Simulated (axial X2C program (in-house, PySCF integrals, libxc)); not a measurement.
# All-electron X2C curves of TeCo⁺

What are the state, bond length, wavenumber and bond energy of TeCo⁺, and what does spin–orbit coupling change?

The runs use an in-house X2C program for linear molecules on PySCF integrals; all-electron X2C, Te dyall-cv3z, Co dyall-cv3z.

All values are calculated.

## (1) The job

task.json reads:

```json
{
 "zs": [
  52,
  27
 ],
 "q": 1,
 "bas": [
  "dyall-cv3z",
  "dyall-cv3z"
 ],
 "levels": [
  "PBE0",
  "HF",
  "TPSSh"
 ],
 "cc": true,
 "r0": 2.31,
 "thr": -1.0,
 "nmax": 90,
 "npts": 10,
 "nst": 2,
 "ntry": 6
}
```

Keys: zs atomic numbers; q charge; bas basis sets; levels methods (HF also brings MP2); cc coupled cluster on or off; r0 starting distance in Å; thr threshold in hartree for freezing inner shells (an s shell follows its p shell); nmax most natural virtual spinors; npts points asked for on the curve; nst determinants followed; ntry starts of the search.

Started as:

```console
python so2c.py task.json out
```

Spin-free means the one-electron spin-free X2C Hamiltonian; two-component (2c) means X2C with spin–orbit coupling and atomic mean-field two-electron Coulomb and Gaunt terms. Basis: Te dyall-cv3z contracted to [11s12p8d4f1g], Co dyall-cv3z contracted to [9s10p6d3f2g]; Gaussian nuclei, density fitting. Masses: Te 129.906 u, Co 58.933 u.

Notation: σ, π±, δ± give the projection m of an orbital's angular momentum (0, ±1, ±2), α and β its spin, Λ and M_S the sums; ω is the projection of a spinor's total angular momentum and Ω the sum. Logs are in hartree.

The results follow Hamiltonian by Hamiltonian and level by level.

## (2) Search for the lowest determinant

PBE0 moves the distance from 2.310 Å to 2.393 Å and compares determinants there.

Spin-free determinants:

| ΔE (eV) | state | open shells |
| --- | --- | --- |
| 0.00 | M_S = 2, Λ = 2 | beyond closed shells: σα, π+α, π-α, δ+α, δ+β, δ-α |
| 0.48 | M_S = 2, Λ = 3 | beyond closed shells: 2 × π+α, π+β, 2 × π-α, δ+α, δ+β, δ-α |
| 0.54 | M_S = 1, Λ = 1 | beyond closed shells: π-α, δ+α, δ+β, δ-α |
| 0.54 | M_S = 1, Λ = 3 | beyond closed shells: π+α, δ+α, δ+β, δ-α |
| 0.60 | M_S = 2, Λ = 1 | beyond closed shells: 2 × π+α, 2 × π-α, π-β, δ+α, δ+β, δ-α |
| 0.69 | M_S = 1, Λ = 2 | beyond closed shells: σα, π+β, π-α, δ+α, δ+β, δ-α |
| 0.69 | M_S = 1, Λ = 4 | beyond closed shells: σα, π+α, π+β, δ+α, δ+β, δ-α |

Two-component determinants:

| ΔE (eV) | state | open shells |
| --- | --- | --- |
| 0.00 | Ω = 4 | excess of +ω over −ω: ω = 3/2, ω = 5/2 |
| 0.29 | Ω = 2 | excess of +ω over −ω: ω = -1/2, ω = 5/2 |
| 0.37 | Ω = 5 | excess of +ω over −ω: ω = -1/2, 2 × ω = 3/2, ω = 5/2 |
| 0.38 | Ω = 2 | excess of +ω over −ω: ω = 1/2, ω = 3/2 |
| 0.44 | Ω = 2 | excess of +ω over −ω: 2 × ω = -1/2, 2 × ω = 3/2 |
| 0.58 | Ω = 3 | excess of +ω over −ω: ω = 1/2, ω = 5/2 |
| 0.60 | Ω = 1 | excess of +ω over −ω: ω = -1/2, ω = 3/2 |

## (3) PBE0, spin-free

State followed: M_S = 2, Λ = 2 (beyond closed shells: σα, π+α, π-α, δ+α, δ+β, δ-α). The scan is laid around 2.393 Å, a first estimate of the minimum, and this SCF restarts from the orbitals of the search.

Output at 2.393 Å:

```text
spin-free X2C-1e  PBE0
basis functions 232  fitting functions 1228  grid points 5800
iter        total energy     max residual
   1      -8186.296114590     9.42e-05
   2      -8186.296114625     7.21e-05
   3      -8186.296114676     2.09e-05
   4      -8186.296114681     9.51e-06
converged
one-electron -11854.19235592  Coulomb 3594.37300962  exact exchange -58.29659680  xc functional -178.65438978  nuclear repulsion 310.47421819
```

Along the bond, energies from the lowest point:

| R (Å) | E (eV) | μ (D) | HOMO (eV) | LUMO (eV) | iterations |
| --- | --- | --- | --- | --- | --- |
| 2.178 | 0.3079 | 4.63 | -13.02 | -9.41 | 18 |
| 2.249 | 0.1171 | 4.71 | -13.01 | -9.39 | 16 |
| 2.321 | 0.0228 | 4.77 | -13.00 | -9.38 | 15 |
| 2.393 | 0.0000 | 4.81 | -12.85 | -9.36 | 4 |
| 2.477 | 0.0381 | 4.86 | -12.61 | -9.33 | 14 |
| 2.561 | 0.1236 | 4.90 | -12.40 | -9.31 | 13 |
| 2.668 | 0.2760 | 4.94 | -12.17 | -9.26 | 16 |

Dipoles are positive if Co is the positive end and refer to the centre of mass.

Outer orbitals at the reference distance:

```csv
symmetry,occupied,ε (eV),atomic character
σα,yes,-23.36,"79% Te s, 9% Co p, 6% Co d"
σβ,yes,-21.74,"78% Te s, 10% Co p, 6% Co s"
σα,yes,-16.26,"88% Co d, 8% Te p, 2% Te s"
π-α,yes,-15.41,"91% Co d, 8% Te p"
π+α,yes,-15.41,"91% Co d, 8% Te p"
δ-α,yes,-15.37,100% Co d
δ+α,yes,-15.37,100% Co d
σβ,yes,-13.56,"70% Te p, 15% Co s, 7% Co d"
σα,yes,-13.55,"62% Te p, 25% Co s, 8% Co d"
π+β,yes,-13.23,"87% Co d, 11% Te p"
π-α,yes,-12.99,"84% Te p, 11% Co d, 5% Co p"
π+α,yes,-12.99,"84% Te p, 11% Co d, 5% Co p"
δ+β,yes,-12.95,100% Co d
π-β,yes,-12.85,"81% Co d, 16% Te p"
π+β,no,-9.36,"78% Te p, 15% Co d, 8% Co p"
π-β,no,-9.30,"72% Te p, 20% Co d, 7% Co p"
σα,no,-8.10,"51% Co s, 30% Co p, 12% Te p"
σβ,no,-7.94,"49% Co s, 38% Co d, 8% Co p"
```

PBE0 fields in the half plane through the axis: z from -2.4 to 4.5 Å across, distance from the axis 0.15 to 2.25 Å upwards; Te lies at z = 0 and Co at z = 2.393 Å; the ELF is damped to zero where the density is low.

log10 density (e/bohr³). Ten even steps from '0' (-5.05 ) to '9' (1.83 ):
```
011222233332222222111000
112233333333333322221110
122333444444433333322210
123344455544444444333211
223445555555545554443221
233445566655555666543321
234455677765556777654321
234456789876556898654321
```

ELF. Ten even steps from ' ' (0.00 ) to '@' (0.83 ):
```
          ..::----::::....                      
      ..--++******++==--::....                  
    ..==**##%%%%%%##**++==--::..                
  ..--**%%@@@@@@%%%%%%##**==::..                
  ::++%%@@@@%%##****##%%##++::..........        
  ==##@@@@%%==--------####==::------::..        
..++%%@@@@**--##@@##--++##::==%%%%%%==..        
..++%%@@@@==++**@@**++--**..==%%##%%++          
```

Re = 2.385 Å, ωe = 264.3 cm⁻¹, ωexe = 0.947 cm⁻¹, Be = 0.07312 cm⁻¹, De = 2.77 eV, μ = 4.81 D.

## (4) HF, spin-free

Output at 2.393 Å:

```text
spin-free X2C-1e  HF
basis functions 232  fitting functions 1228  grid points 5800
iter        total energy     max residual
   1      -8182.531515287     3.44e-01
   2      -8182.579694090     2.10e-02
   3      -8182.584257314     9.44e-02
   4      -8182.590523462     2.41e-02
   5      -8182.591500594     3.67e-03
   6      -8182.592066849     1.04e-02
   7      -8182.592272016     5.11e-03
   8      -8182.592405327     1.43e-03
   9      -8182.592453870     2.47e-03
  10      -8182.592475024     1.14e-03
  11      -8182.592478510     1.74e-04
  12      -8182.592479007     1.22e-04
  13      -8182.592479096     6.80e-05
  14      -8182.592479120     1.51e-05
  15      -8182.592479125     1.35e-05
  16      -8182.592479126     6.56e-06
  17      -8182.592479126     1.33e-06
converged
one-electron -11855.35831194  Coulomb 3595.77866100  exact exchange -233.48704638  xc functional 0.00000000  nuclear repulsion 310.47421819
```

No constants are quoted: the lowest point is the long end of the scan.

## (5) TPSSh, spin-free

The SCF at the reference distance of 2.393 Å:

```text
spin-free X2C-1e  TPSSh
basis functions 232  fitting functions 1228  grid points 5800
iter        total energy     max residual
   1      -8186.609297847     2.09e-01
   2      -8186.610477791     1.35e-01
   3      -8186.611642389     2.11e-02
   4      -8186.611808559     2.27e-02
   5      -8186.611866369     7.78e-03
   6      -8186.611873409     1.60e-03
   7      -8186.611875609     6.49e-04
   8      -8186.611875819     2.34e-04
   9      -8186.611875881     1.10e-04
  10      -8186.611875894     6.71e-05
  11      -8186.611875896     1.45e-05
converged
one-electron -11853.20514838  Coulomb 3593.33442581  exact exchange -23.31128893  xc functional -213.90408259  nuclear repulsion 310.47421819
```

Re = 2.368 Å, ωe = 272.8 cm⁻¹, ωexe = 0.886 cm⁻¹, Be = 0.07415 cm⁻¹, De = 2.97 eV, μ = 4.84 D.

## (6) MP2 and beyond, spin-free

Correlated methods: 14 electrons correlated (frozen shells, counted by type: Te 4 s, 3 p, 2 d; Co 3 s, 2 p), 300 virtual spinors in MP2, 90 natural virtuals in coupled cluster.

Output of the correlated part at 2.393 Å:

```text
correlated 14  virtual 300  natural virtual 90  E(MP2) -0.418387814  MP2 remainder -0.039435312
iter   CCSD correlation   residual
   1     -0.351043264   2.01e-01
   2     -0.366315818   1.25e-01
   3     -0.371408027   4.90e-02
   4     -0.372842686   3.40e-02
   5     -0.374260256   2.23e-02
   6     -0.375050520   1.21e-02
   7     -0.375083587   5.21e-03
   8     -0.375058079   2.54e-03
   9     -0.375147375   1.57e-03
  10     -0.375108747   9.82e-04
  11     -0.375133018   6.29e-04
  12     -0.375130106   4.55e-04
  13     -0.375128332   2.68e-04
  14     -0.375129091   1.40e-04
  15     -0.375128165   8.32e-05
  16     -0.375127709   4.49e-05
  17     -0.375127092   2.35e-05
  18     -0.375126379   1.53e-05
  19     -0.375126126   9.23e-06
  20     -0.375125804   5.99e-06
  21     -0.375125765   3.92e-06
  22     -0.375125692   2.53e-06
  23     -0.375125665   1.71e-06
  24     -0.375125650   1.23e-06
(T) -0.017216198  T1 0.0716  D1 0.1999  max T2 0.060
```

T1 in the output is the amplitude norm over the root of the electron number; divide by √2 for the Lee–Taylor value.

MP2: No constants are quoted: the reference changes its character somewhere along the scan, so the fit is set aside.

CCSD: No constants are quoted: the reference changes its character somewhere along the scan, so the fit is set aside.

CCSD(T): No constants are quoted: the reference changes its character somewhere along the scan, so the fit is set aside.

## (7) A higher determinant, spin-free

State: M_S = 2, Λ = 3 (beyond closed shells: 2 × π+α, π+β, 2 × π-α, δ+α, δ+β, δ-α).

Output at the reference distance:

```text
spin-free X2C-1e  PBE0
basis functions 232  fitting functions 1228  grid points 5800
iter        total energy     max residual
   1      -8186.278422404     6.41e-05
   2      -8186.278422405     1.07e-04
   3      -8186.278422417     7.87e-05
   4      -8186.278422448     4.55e-05
   5      -8186.278422464     9.81e-06
   6      -8186.278422465     2.44e-06
converged
one-electron -11853.26743333  Coulomb 3593.43808466  exact exchange -58.29613026  xc functional -178.62716173  nuclear repulsion 310.47421819
```

| R (Å) | E above the lowest PBE0 point (eV) |
| --- | --- |
| 2.178 | 1.018 |
| 2.249 | 0.736 |
| 2.321 | 0.566 |
| 2.393 | 0.481 |
| 2.477 | 0.464 |
| 2.561 | 0.509 |
| 2.668 | 0.628 |

Re = 2.455 Å, ωe = 256.1 cm⁻¹, ωexe = 0.812 cm⁻¹, Be = 0.06902 cm⁻¹, μ = 4.95 D. Te = 0.46 eV.

## (8) The spin-free curves together

Energy (eV) of the followed determinant, spin-free, from each level's lowest point:

| R (Å) | PBE0 | HF (jumps) | MP2 (its reference jumps) | CCSD (its reference jumps) | CCSD(T) (its reference jumps) | TPSSh |
| --- | --- | --- | --- | --- | --- | --- |
| 2.178 | 0.308 | 0.346 | 1.419 | 0.485 | 0.539 | 0.266 |
| 2.249 | 0.117 | 0.646 | 0.098 | 0.145 | 0.106 | 0.090 |
| 2.321 | 0.023 | 0.404 | 0.020 | 0.040 | 0.018 | 0.010 |
| 2.393 | 0.000 | 0.235 | 0.000 | 0.000 | 0.000 | 0.000 |
| 2.477 | 0.038 | 0.108 | 0.026 | 0.010 | 0.039 | 0.053 |
| 2.561 | 0.124 | 0.035 | 0.086 | 0.059 | 0.118 | 0.152 |
| 2.668 | 0.276 | 0.000 | 0.192 | 0.155 | 0.249 | 0.323 |

## (9) PBE0, 2c

State followed: Ω = 4 (excess of +ω over −ω: ω = 3/2, ω = 5/2). The scan is laid around 2.393 Å, a first estimate of the minimum, and this SCF restarts from the orbitals of the search.

Output at 2.393 Å:

```text
two-component X2C + atomic mean field  PBE0
basis functions 232  fitting functions 1228  grid points 5800
iter        total energy     max residual
   1      -8183.067609412     7.05e-05
   2      -8183.067609420     3.24e-05
   3      -8183.067609427     2.50e-05
   4      -8183.067609433     2.22e-05
   5      -8183.067609435     4.82e-06
converged
one-electron -11844.94517745  Coulomb 3592.67438781  exact exchange -58.26569998  xc functional -178.56511967  nuclear repulsion 310.47421819  atomic mean-field constant -4.44021833
```

Along the bond, energies from the lowest point:

| R (Å) | E (eV) | μ (D) | HOMO (eV) | LUMO (eV) | iterations |
| --- | --- | --- | --- | --- | --- |
| 2.178 | 0.3159 | 4.62 | -12.75 | -9.56 | 20 |
| 2.249 | 0.1227 | 4.69 | -12.73 | -9.56 | 16 |
| 2.321 | 0.0257 | 4.75 | -12.72 | -9.55 | 14 |
| 2.393 | 0.0000 | 4.80 | -12.70 | -9.54 | 5 |
| 2.477 | 0.0344 | 4.85 | -12.69 | -9.53 | 14 |
| 2.561 | 0.1158 | 4.89 | -12.54 | -9.51 | 13 |
| 2.668 | 0.2623 | 4.94 | -12.31 | -9.48 | 16 |

Dipoles are positive if Co is the positive end and refer to the centre of mass.

Outer spinors at the reference distance:

```
   ω  occupied  ε (eV)              atomic character     λ mixture
 1/2       yes  -23.34    79% Te s, 9% Co p, 6% Co d        100% σ
-1/2       yes  -21.75   78% Te s, 10% Co p, 6% Co s        100% σ
 1/2       yes  -16.25    88% Co d, 9% Te p, 2% Te s        100% σ
-1/2       yes  -15.46            89% Co d, 10% Te p        100% π
-3/2       yes  -15.43                     100% Co d        100% δ
 3/2       yes  -15.35             92% Co d, 7% Te p        100% π
 5/2       yes  -15.29                     100% Co d        100% δ
-1/2       yes  -13.77  73% Te p, 10% Co s, 10% Co d  72% σ, 28% π
 1/2       yes  -13.62  62% Te p, 22% Co s, 11% Co d   91% σ, 9% π
 1/2       yes  -13.08   79% Co d, 16% Te p, 3% Co s   93% π, 7% σ
-1/2       yes  -13.03   79% Te p, 10% Co d, 5% Co s  72% π, 28% σ
 3/2       yes  -12.99                      99% Co d   99% δ, 1% π
-3/2       yes  -12.97            86% Co d, 11% Te p        100% π
 3/2       yes  -12.70   84% Te p, 10% Co d, 5% Co p   99% π, 1% δ
 1/2        no   -9.54   72% Te p, 20% Co d, 6% Co p   97% π, 3% σ
-3/2        no   -9.10   77% Te p, 15% Co d, 8% Co p        100% π
 1/2        no   -8.06  50% Co s, 30% Co p, 14% Te p   99% σ, 1% π
-1/2        no   -7.94   48% Co s, 38% Co d, 8% Co p        100% σ
```

PBE0 fields in the half plane through the axis: z from -2.4 to 4.5 Å across, distance from the axis 0.15 to 2.25 Å upwards; Te lies at z = 0 and Co at z = 2.393 Å; the ELF is damped to zero where the density is low.

log10 density (e/bohr³). Ten even steps from ' ' (-5.04 ) to '@' (1.83 ):
```
  ....::::::::--------::::::::::::::......      
....::::------------------------::::::::......  
..::::------============--------------::::::..  
..::----======++++++================------::....
::::--====++++++++++++++======++++======--::::..
::----====++++******++++++++++******++==----::..
::--====++++**######**++++++**######**++==--::..
::--====++**##%%@@%%##**++++**%%@@%%**++==--::..
```

ELF. Ten even steps from '0' (0.00 ) to '9' (0.82 ):
```
000001233221100000000000
000135666543211000000000
001467888765432100000000
013689999887642100000000
025899876678752111110000
047998433337742333210000
158996379735724888410000
158994569653614878500000
```

Re = 2.389 Å, ωe = 261.1 cm⁻¹, ωexe = 0.975 cm⁻¹, Be = 0.07287 cm⁻¹, De = 2.53 eV, μ = 4.80 D.

## (10) HF, 2c

Output at 2.393 Å:

```text
two-component X2C + atomic mean field  HF
basis functions 232  fitting functions 1228  grid points 5800
iter        total energy     max residual
   1      -8179.299589717     3.98e-01
   2      -8179.347976795     2.18e-02
   3      -8179.353133898     1.13e-01
   4      -8179.359741448     3.12e-02
   5      -8179.361100053     5.19e-03
   6      -8179.361858753     1.39e-02
   7      -8179.362025562     5.60e-03
   8      -8179.362088927     1.18e-03
   9      -8179.362101401     1.67e-03
  10      -8179.362108837     4.22e-04
  11      -8179.362110611     1.63e-04
  12      -8179.362111601     2.87e-04
  13      -8179.362112141     1.61e-04
  14      -8179.362112484     8.03e-05
  15      -8179.362112669     8.78e-05
  16      -8179.362112778     7.02e-05
  17      -8179.362112842     2.62e-05
  18      -8179.362112879     2.38e-05
  19      -8179.362112897     2.53e-05
  20      -8179.362112906     1.26e-05
  21      -8179.362112911     6.95e-06
  22      -8179.362112913     8.36e-06
  23      -8179.362112914     4.35e-06
  24      -8179.362112914     1.59e-06
converged
one-electron -11846.12985665  Coulomb 3594.09883260  exact exchange -233.36508872  xc functional 0.00000000  nuclear repulsion 310.47421819  atomic mean-field constant -4.44021833
```

No constants are quoted: the lowest point is the long end of the scan.

## (11) TPSSh, 2c

Output at 2.393 Å:

```text
two-component X2C + atomic mean field  TPSSh
basis functions 232  fitting functions 1228  grid points 5800
iter        total energy     max residual
   1      -8183.377857277     2.09e-01
   2      -8183.379041146     1.35e-01
   3      -8183.380197988     2.28e-02
   4      -8183.380367468     2.22e-02
   5      -8183.380423456     7.86e-03
   6      -8183.380431198     1.54e-03
   7      -8183.380433528     7.24e-04
   8      -8183.380433793     2.19e-04
   9      -8183.380433864     1.26e-04
  10      -8183.380433880     6.67e-05
  11      -8183.380433881     1.28e-05
converged
one-electron -11843.94248863  Coulomb 3591.61972831  exact exchange -23.29888293  xc functional -213.79279049  nuclear repulsion 310.47421819  atomic mean-field constant -4.44021833
```

Re = 2.371 Å, ωe = 270.5 cm⁻¹, ωexe = 0.896 cm⁻¹, Be = 0.07394 cm⁻¹, De = 2.85 eV, μ = 4.85 D.

## (12) MP2 and beyond, 2c

Correlated methods: 14 electrons correlated (frozen shells, counted by type: Te 4 s, 3 p, 2 d; Co 3 s, 2 p), 304 virtual spinors in MP2, 90 natural virtuals in coupled cluster.

Output of the correlated part at 2.393 Å:

```text
correlated 14  virtual 304  natural virtual 90  E(MP2) -0.416316893  MP2 remainder -0.039433012
iter   CCSD correlation   residual
   1     -0.349830056   1.97e-01
   2     -0.364870093   1.20e-01
   3     -0.369891803   4.76e-02
   4     -0.371232144   3.26e-02
   5     -0.372535553   2.13e-02
   6     -0.373259963   1.14e-02
   7     -0.373288933   4.94e-03
   8     -0.373270800   2.24e-03
   9     -0.373344944   1.28e-03
  10     -0.373314720   7.22e-04
  11     -0.373330078   4.24e-04
  12     -0.373326487   2.86e-04
  13     -0.373325248   1.77e-04
  14     -0.373325549   9.82e-05
  15     -0.373325127   6.11e-05
  16     -0.373324985   3.32e-05
  17     -0.373324590   1.75e-05
  18     -0.373324178   1.12e-05
  19     -0.373324014   6.78e-06
  20     -0.373323807   4.24e-06
  21     -0.373323800   2.65e-06
(T) -0.016690433  T1 0.0684  D1 0.1691  max T2 0.057
```

MP2: Re = 2.404 Å, ωe = 225.0 cm⁻¹, Be = 0.07194 cm⁻¹, De = 1.86 eV.

CCSD: Re = 2.431 Å, ωe = 222.2 cm⁻¹, Be = 0.07036 cm⁻¹, De = 1.86 eV. T1 at Re = 0.047 (Lee–Taylor, the printed value over √2).

CCSD(T): Re = 2.391 Å, ωe = 254.9 cm⁻¹, ωexe = 2.16 cm⁻¹, Be = 0.07276 cm⁻¹, De = 1.99 eV. T1 at Re = 0.048 (Lee–Taylor, the printed value over √2).

## (13) A higher determinant, 2c

State: Ω = 2 (excess of +ω over −ω: ω = -1/2, ω = 5/2).

Output at the reference distance:

```text
two-component X2C + atomic mean field  PBE0
basis functions 232  fitting functions 1228  grid points 5800
iter        total energy     max residual
   1      -8183.057010753     5.10e-05
   2      -8183.057010763     2.93e-05
   3      -8183.057010772     3.20e-05
   4      -8183.057010776     2.62e-05
   5      -8183.057010778     4.74e-06
converged
one-electron -11843.23622060  Coulomb 3590.89397159  exact exchange -58.24841577  xc functional -178.50034585  nuclear repulsion 310.47421819  atomic mean-field constant -4.44021833
```

| R (Å) | E above the lowest PBE0 point (eV) |
| --- | --- |
| 2.178 | 0.550 |
| 2.249 | 0.379 |
| 2.321 | 0.299 |
| 2.393 | 0.288 |
| 2.477 | 0.340 |
| 2.561 | 0.440 |
| 2.668 | 0.616 |

Re = 2.370 Å, ωe = 271.0 cm⁻¹, ωexe = 0.729 cm⁻¹, Be = 0.07405 cm⁻¹, μ = 5.26 D. Te = 0.29 eV.

## (14) The 2c curves together

Energy (eV) of the followed determinant, 2c, from each level's lowest point:

| R (Å) | PBE0 | HF | MP2 | CCSD | CCSD(T) | TPSSh |
| --- | --- | --- | --- | --- | --- | --- |
| 2.178 | 0.316 | 1.009 | 0.305 | 0.369 | 0.314 | 0.273 |
| 2.249 | 0.123 | 0.666 | 0.122 | 0.165 | 0.124 | 0.095 |
| 2.321 | 0.026 | 0.420 | 0.030 | 0.049 | 0.026 | 0.012 |
| 2.393 | 0.000 | 0.247 | 0.000 | 0.000 | 0.000 | 0.000 |
| 2.477 | 0.034 | 0.116 | 0.017 | 0.001 | 0.030 | 0.049 |
| 2.561 | 0.116 | 0.040 | 0.070 | 0.043 | 0.100 | 0.146 |
| 2.668 | 0.262 | 0.000 | 0.169 | 0.131 | 0.220 | 0.312 |

Time for the job: 3.4 min (1 thread of AMD EPYC 9B45 (Zen 5), shared host); peak memory 0.97 GiB.

## (15) Results

Lowest determinant that the search found at its distance, spin-free: M_S = 2, Λ = 2 (beyond closed shells: σα, π+α, π-α, δ+α, δ+β, δ-α).

Lowest determinant that the search found at its distance, 2c: Ω = 4 (excess of +ω over −ω: ω = 3/2, ω = 5/2).

| Hamiltonian | level | Re (Å) | ωe (cm⁻¹) | De (eV) | μ (D) |
| --- | --- | --- | --- | --- | --- |
| spin-free | PBE0 | 2.385 | 264.3 | 2.77 | 4.81 |
| spin-free | TPSSh | 2.368 | 272.8 | 2.97 | 4.84 |
| 2c | PBE0 | 2.389 | 261.1 | 2.53 | 4.80 |
| 2c | MP2 | 2.404 | 225.0 | 1.86 | n/a |
| 2c | CCSD | 2.431 | 222.2 | 1.86 | n/a |
| 2c | CCSD(T) | 2.391 | 254.9 | 1.99 | n/a |
| 2c | TPSSh | 2.371 | 270.5 | 2.85 | 4.85 |

Dipoles are positive if Co is the positive end and refer to the centre of mass. No constants: spin-free HF (the lowest point is the long end of the scan); spin-free MP2 (the reference changes its character somewhere along the scan, so the fit is set aside); spin-free CCSD (the reference changes its character somewhere along the scan, so the fit is set aside); spin-free CCSD(T) (the reference changes its character somewhere along the scan, so the fit is set aside); 2c HF (the lowest point is the long end of the scan).

Time per point (s) on 1 thread of AMD EPYC 9B45 (Zen 5), shared host (2c runs; CCSD comes with the CCSD(T) run); the times are rough: PBE0 0.86, MP2 1.1, CCSD(T) 6, TPSSh 1.3.

In words: At PBE0, going from spin-free to two-component changes Re by +4 mÅ, ωe by -1.2 %; the spin-free picture holds up (part of it comes from the scalar share of the two-electron terms). It costs about 1.5 times the time. De moves by -0.24 eV; both De rest on single-determinant atoms, which can miss part of an open shell's spin–orbit lowering.

De refers to Te + Co+, each in the lowest determinant found, which need not be this curve's own limit. Each curve is one determinant whose occupation by symmetry is held fixed; it was picked as the lowest of a PBE0 search that is not exhaustive. Dissociation energies refer to the lowest single-determinant-based atoms at the same level and basis. Density functionals use the spin component along the axis (collinear). CCSD and (T) use frozen natural virtuals with an MP2 correction for the truncation. The meta-GGAs lack a current-density term, which matters for open shells with orbital currents, atoms included. With several unpaired electrons one determinant need not be a pure state. With the outer-core shells frozen, correlated bond lengths of heavy atoms tend to come out a few hundredths of an ångström too long. T1 at Re is 0.048 (Lee–Taylor), above the customary mark of 0.02.
